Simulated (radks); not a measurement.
# Filling a jellium sphere with rs = 2.23 bohr: electrons 38 to 44

Which level does each new electron take in a jellium sphere with rs = 2.23 bohr, and at which counts is the cluster hardest to charge further? Each count tries a few candidate levels and keeps the lowest. The background charge grows with the count, so each cluster is neutral; its cation and anion are computed too.

Method: non-relativistic spin-polarised Kohn-Sham, LDA (Slater exchange, Perdew-Wang correlation), spherically averaged shells; computed with radks, version 2.

### Step 1. What is given

| Item | Value |
| --- | --- |
| well | a jellium sphere with rs = 2.23 bohr |
| functional | LDA (Slater exchange, Perdew-Wang correlation) |
| levels | named by radial order: 1s, 1p, 1d, 2s, 1f and so on |
| units | hartree and bohr; summary energies in eV |
| configuration carried in | 1s2 1p6 1d10 2s2 1f14 2p(up 3, down 0) (N = 37, energy -1.012525) |

After this run come: Electron number 38; 39 electrons; N = 40; Electron number 41; 42 electrons; N = 43; N = 44.

Q: Predict the outcome of this session. Wanted: closed shells at N; largest second difference; most unpaired electrons; ionisation energies; polarisability at N = 40; configuration at N = 44.

The runs gave:

| quantity | value |
| --- | --- |
| closed shells at N | 40 |
| largest second difference | 1.30 eV at N = 40 (of N = 38 to 43) |
| most unpaired electrons | 4 at N = 44 |
| ionisation energies | 4.19 to 5.44 eV |
| polarisability at N = 40 | 748.6 bohr³ |
| configuration at N = 44 | 1s2 1p6 1d10 2s2 1f14 2p6 1g(up 4, down 0) |

In words: Shells close at N = 40, and the second difference peaks there. The largest moment in range is 4, first at N = 44: exchange favours parallel spins in open shells. The polarisability at N = 40 is 1.69 times the classical R³, since electrons spill past the background. The anion gave no bound, converged state at N = 40, 41 and 42; semilocal functionals bind extra electrons too weakly, through self-interaction. The ions keep the filling of the neutral cluster, less or plus one electron, without a search of their own. Spherical averaging forbids deformation, and the greedy search can miss a lower configuration.
